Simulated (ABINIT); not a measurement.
# Ag in ABINIT: work function with PBE

Aim: the work function of Ag with PBE.

Program: ABINIT 10.8.3 (patched build). These are calculated values, not measurements. Logs are shortened: lines on timing, memory, paths and dates and some standing lists are left out, and cuts for length are marked. The log counts tension as positive stress, the text compression.

## (1) The undisturbed slab

The cell holds a slab with vacuum, 5 atoms: a = 2.889 Å, b = 2.889 Å, c = 24.437 Å, α = 90.00°, β = 90.00°, γ = 120.00°.

## (2) Work function, PBE

Contents of run.abi:

```
# Pseudopotentials
pp_dirpath "./"
pseudos "Ag.GGA_PBE-JTH.xml"

# Structure
acell 5.4601363597 5.4601363593 46.1786225418
rprim
     1.0000000000     0.0000000000     0.0000000000
    -0.4999999983     0.8660254048     0.0000000000
     0.0000000000     0.0000000000     1.0000000000
ntypat 1
znucl 47
natom 5
typat 1 1 1 1 1
xred
     0.6666666700     0.3333333300     0.3019085400
     0.3333333300     0.6666666700     0.4008311300
     0.0000000000     0.0000000000     0.5000000000
     0.6666666700     0.3333333300     0.5991688700
     0.3333333300     0.6666666700     0.6980914600
chkprim 0
chksymtnons 0
tolsym 1.0e-6

# Plane-wave basis
ecut 17.0
pawecutdg 34.0
pawxcdev 0

# k points
kptopt 1
ngkpt 11 11 1
nshiftk 1
shiftk 0.0 0.0 0.0

# Exchange and correlation
ixc 11

# Bands and occupations
nband 33
occopt 3
tsmear 0.05 eV

# SCF cycle
nstep 120
tolvrs 1.0e-9

# Output
iomode 3
prtwf 0
prteig 0
prtebands 0
enunit 2
prtden 1
prtvha 1
prtvclmb 1
prtpot 1
```

Potentials or basis: JTH PAW PBE v2.0.

Launch:

```console
mpirun --bind-to none -np 4 abinit run.abi > log 2>&1
```

run.abo:

```text
.Version 10.8.3 of ABINIT
 Symmetries : space group P-3 m 1 (#164); Bravais hP (primitive hexag.)
================================================================================
 Values of the parameters that define the memory need of the present run
     intxc =       0    ionmov =       0      iscf =      17    lmnmax =      18
     lnmax =       6     mgfft =     180  mpssoang =       3    mqgrid =   12122
     natom =       5  nloc_mem =       2    nspden =       1   nspinor =       1
    nsppol =       1      nsym =      12    n1xccc =       1    ntypat =       1
    occopt =       3   xclevel =       2
       mpw =        4025          nfft =      103680          nkpt =          16
Pmy_natom=         2
 PAW method is used; the additional fine FFT grid is defined by:
   mgfftf=       250    nfftf =    225000
================================================================================
================================================================================

--------------------------------------------------------------------------------
------------- Echo of variables that govern the present computation ------------
--------------------------------------------------------------------------------
 -outvars: echo values of preprocessed input variables --------
            acell      5.4601363597E+00  5.4601363593E+00  4.6178622542E+01 Bohr
              amu      1.07868200E+02
          chkprim           0
      chksymtnons           0
             ecut      1.70000000E+01 Hartree
           enunit           2
              ixc          11
         kptrlatt       11    0    0      0   11    0      0    0    1
          kptrlen      6.00615000E+01
            natom           5
            nband          33
            ngfft          24      24     180
          ngfftdg          30      30     250
             nkpt          16
            nstep         120
             nsym          12
           ntypat           1
           occopt           3
        pawecutdg      3.40000000E+01 Hartree
         pawxcdev           0
        prtebands           0
           prteig           0
           prtpot           1
         prtvclmb           1
           prtvha           1
            prtwf           0
            rprim      1.0000000000E+00  0.0000000000E+00  0.0000000000E+00
                      -4.9999999830E-01  8.6602540480E-01  0.0000000000E+00
                       0.0000000000E+00  0.0000000000E+00  1.0000000000E+00
          spgroup         164
           tolsym      1.00000000E-06
           tolvrs      1.00000000E-09
           tsmear      1.83746611E-03 Hartree
            typat      1  1  1  1  1
           useylm           1
           xangst      1.4446898657E+00  8.3409208280E-01  7.3776407701E+00
                       3.3451873290E-09  1.6681841656E+00  9.7949799188E+00
                       0.0000000000E+00  0.0000000000E+00  1.2218337332E+01
                       1.4446898657E+00  8.3409208280E-01  1.4641694745E+01
                       3.3451873290E-09  1.6681841656E+00  1.7059033893E+01
            xcart      2.7300681830E+00  1.5762056003E+00  1.3941720511E+01
                       6.3214878917E-09  3.1524112006E+00  1.8509829455E+01
                       0.0000000000E+00  0.0000000000E+00  2.3089311271E+01
                       2.7300681830E+00  1.5762056003E+00  2.7668793087E+01
                       6.3214878917E-09  3.1524112006E+00  3.2236902031E+01
             xred      6.6666666667E-01  3.3333333333E-01  3.0190854000E-01
                       3.3333333333E-01  6.6666666667E-01  4.0083113000E-01
                       0.0000000000E+00  0.0000000000E+00  5.0000000000E-01
                       6.6666666667E-01  3.3333333333E-01  5.9916887000E-01
                       3.3333333333E-01  6.6666666667E-01  6.9809146000E-01
            znucl       47.00000

================================================================================

 chkinp: Checking input parameters for consistency.

================================================================================
== DATASET  1 ==================================================================

--- !DatasetInfo
iteration_state: {dtset: 1, }
dimensions: {natom: 5, nkpt: 16, mband: 33, nsppol: 1, nspinor: 1, nspden: 1, mpw: 4025, }
cutoff_energies: {ecut:  17.0, pawecutdg:  34.0, }
electrons: {nelect:   5.50000000E+01, charge:   0.00000000E+00, occopt:   3.00000000E+00, tsmear:   1.83746611E-03, }
[... 125 lines left out ...]
       0.333333333333      0.666666666667      0.400831130000
       0.000000000000      0.000000000000      0.500000000000
       0.666666666667      0.333333333333      0.599168870000
       0.333333333333      0.666666666667      0.698091460000
 rms dE/dt=  6.4744E-04; max dE/dt=  1.7610E-03; dE/dt below (all hartree)
    1       0.000000000000      0.000000000000     -0.000206353785
    2      -0.000000000000      0.000000000000     -0.001761028818
    3       0.000000000000      0.000000000000      0.000000000000
    4       0.000000000000      0.000000000000      0.001761028818
    5       0.000000000000     -0.000000000000      0.000206353785

 cartesian coordinates (angstrom) at end:
    1      1.44468986568055     0.83409208279753     7.37764077009235
    2      0.00000000334519     1.66818416559506     9.79497991878662
    3      0.00000000000000     0.00000000000000    12.21833733171700
    4      1.44468986568055     0.83409208279753    14.64169474464738
    5      0.00000000334519     1.66818416559506    17.05903389334165

 cartesian forces (hartree/bohr) at end:
    1     -0.00000000000000    -0.00000000000000     0.00000446859983
    2      0.00000000000000     0.00000000000000     0.00003813515260
    3     -0.00000000000000     0.00000000000000    -0.00000000000000
    4     -0.00000000000000    -0.00000000000000    -0.00003813515260
    5     -0.00000000000000     0.00000000000000    -0.00000446859983
 frms,max,avg= 1.4020263E-05 3.8135153E-05   0.000E+00  0.000E+00  0.000E+00 h/b

 cartesian forces (eV/Angstrom) at end:
    1     -0.00000000000000    -0.00000000000000     0.00022978464199
    2      0.00000000000000     0.00000000000000     0.00196098839178
    3     -0.00000000000000     0.00000000000000    -0.00000000000000
    4     -0.00000000000000    -0.00000000000000    -0.00196098839178
    5     -0.00000000000000     0.00000000000000    -0.00022978464199
 frms,max,avg= 7.2095090E-04 1.9609884E-03   0.000E+00  0.000E+00  0.000E+00 e/A
 length scales=  5.460136359700  5.460136359300 46.178622541800 bohr
              =  2.889379728016  2.889379727804 24.436674663434 angstroms
 Fermi (or HOMO) energy (hartree) =  -0.01179   Average Vxc (hartree)=  -0.24878
 Eigenvalues (hartree) for nkpt=  16  k points:
 kpt#   1, nband= 33, wtk=  0.00826, kpt=  0.0000  0.0000  0.0000 (reduced coord)
  -0.28945   -0.26478   -0.24961   -0.23991   -0.23951   -0.19691   -0.19228   -0.19221
  -0.19221   -0.18930   -0.18930   -0.18700   -0.18700   -0.17881   -0.17881   -0.17862
  -0.17862   -0.17251   -0.15620   -0.15620   -0.15153   -0.15153   -0.14395   -0.14395
  -0.13362   -0.13362   -0.12972   -0.12972   -0.12100   -0.04512   -0.01346    0.12211
   0.14402
      occupation numbers for kpt#   1
   2.00000    2.00000    2.00000    2.00000    2.00000    2.00000    2.00000    2.00000
   2.00000    2.00000    2.00000    2.00000    2.00000    2.00000    2.00000    2.00000
   2.00000    2.00000    2.00000    2.00000    2.00000    2.00000    2.00000    2.00000
   2.00000    2.00000    2.00000    2.00000    2.00000    2.00000    1.42537    0.00000
   0.00000
 prteigrs : prtvol=0 or 1, do not print more k-points.

 Fermi (or HOMO) energy (eV) =  -0.32084   Average Vxc (eV)=  -6.76974
 Eigenvalues (   eV  ) for nkpt=  16  k points:
 kpt#   1, nband= 33, wtk=  0.00826, kpt=  0.0000  0.0000  0.0000 (reduced coord)
  -7.87638   -7.20516   -6.79211   -6.52821   -6.51732   -5.35822   -5.23217   -5.23020
  -5.23020   -5.15102   -5.15102   -5.08849   -5.08849   -4.86555   -4.86555   -4.86049
  -4.86049   -4.69418   -4.25053   -4.25053   -4.12343   -4.12343   -3.91720   -3.91720
  -3.63599   -3.63599   -3.52989   -3.52989   -3.29267   -1.22790   -0.36626    3.32285
   3.91894
 prteigrs : prtvol=0 or 1, do not print more k-points.

--- !EnergyTerms
iteration_state     : {dtset: 1, }
comment             : Components of total free energy in Hartree
kinetic             :  5.04788251421504E+01
hartree             :  7.63327915819402E+02
xc                  : -6.12296407656934E+01
Ewald energy        :  5.71871218004684E+02
psp_core            :  9.32723701265916E+00
local_psp           : -1.55190270322474E+03
PAW spherical_terms :  2.70498608367123E+01
internal            : -1.91077287174823E+02
'-kT*entropy'       : -8.08395528090609E-04
total_energy        : -1.91078095570351E+02
total_energy_eV     : -5.19949986171129E+03
...

--- !EnergyTermsDC
iteration_state     : {dtset: 1, }
comment             : '"Double-counting" decomposition of free energy'
band_energy         : -9.42126299608554E+00
Ewald energy        :  5.71871218004684E+02
psp_core            :  9.32723701265916E+00
xc_dc               : -8.05263282829781E+02
PAW spherical_terms :  4.24088097660728E+01
internal            : -1.91077281042450E+02
'-kT*entropy'       : -8.08395528090609E-04
total_energy_dc     : -1.91078089437978E+02
total_energy_dc_eV  : -5.19949969484094E+03
...

--- !EnergyTermsWithPAWCore
iteration_state     : {dtset: 1, }
comment             : 'Components of total free energy, including PAW core contributions'
Total energy        : -2.65806448608716E+04
Total energy DC     : -2.65806448547393E+04
Total energy (eV)   : -7.23296193976428E+05
Total energy DC (eV): -7.23296193809558E+05
...

 Cartesian components of stress tensor (hartree/bohr^3)
  sigma(1 1)= -1.49109556E-05  sigma(3 2)=  0.00000000E+00
  sigma(2 2)= -1.49109728E-05  sigma(3 1)=  0.00000000E+00
  sigma(3 3)= -8.41757446E-07  sigma(2 1)= -1.56574946E-11

-Cartesian components of stress tensor (GPa)         [Pressure=  3.0072E-01 GPa]
- sigma(1 1)= -4.38695460E-01  sigma(3 2)=  0.00000000E+00
- sigma(2 2)= -4.38695965E-01  sigma(3 1)=  0.00000000E+00
- sigma(3 3)= -2.47653591E-02  sigma(2 1)= -4.60659395E-07

== END DATASET(S) ==============================================================
================================================================================

 -outvars: echo values of variables after computation  --------
            acell      5.4601363597E+00  5.4601363593E+00  4.6178622542E+01 Bohr
           etotal     -1.9107808944E+02
            fcart     -0.0000000000E+00 -3.6386968326E-27  4.4685998271E-06
                       2.4657307490E-29  1.9930264292E-29  3.8135152604E-05
                      -0.0000000000E+00  5.6943612404E-30 -1.1858461262E-21
                      -2.4657307490E-29 -3.7013348013E-29 -3.8135152604E-05
                      -0.0000000000E+00  3.6500855551E-27 -4.4685998271E-06
            rprim      1.0000000000E+00  0.0000000000E+00  0.0000000000E+00
                      -4.9999999830E-01  8.6602540480E-01  0.0000000000E+00
                       0.0000000000E+00  0.0000000000E+00  1.0000000000E+00
           strten     -1.4910955612E-05 -1.4910972780E-05 -8.4175744595E-07
                       0.0000000000E+00  0.0000000000E+00 -1.5657494584E-11
           xangst      1.4446898657E+00  8.3409208280E-01  7.3776407701E+00
                       3.3451873290E-09  1.6681841656E+00  9.7949799188E+00
                       0.0000000000E+00  0.0000000000E+00  1.2218337332E+01
                       1.4446898657E+00  8.3409208280E-01  1.4641694745E+01
                       3.3451873290E-09  1.6681841656E+00  1.7059033893E+01
             xred      6.6666666667E-01  3.3333333333E-01  3.0190854000E-01
                       3.3333333333E-01  6.6666666667E-01  4.0083113000E-01
                       0.0000000000E+00  0.0000000000E+00  5.0000000000E-01
                       6.6666666667E-01  3.3333333333E-01  5.9916887000E-01
                       3.3333333333E-01  6.6666666667E-01  6.9809146000E-01
 Calculation completed.
```

Wall time 57 s (4 MPI ranks of Arm Neoverse V1, shared host); peak memory 0.68 GiB.

Results:

- Free energy: -5199.4997 eV
- Band gap on the k mesh: none (metal or under the smearing width)
- Valence electrons inside the program's atomic spheres: Ag 9.74, 9.79, 9.78 (radii [1.331] Å)
- Work function: 4.42 eV
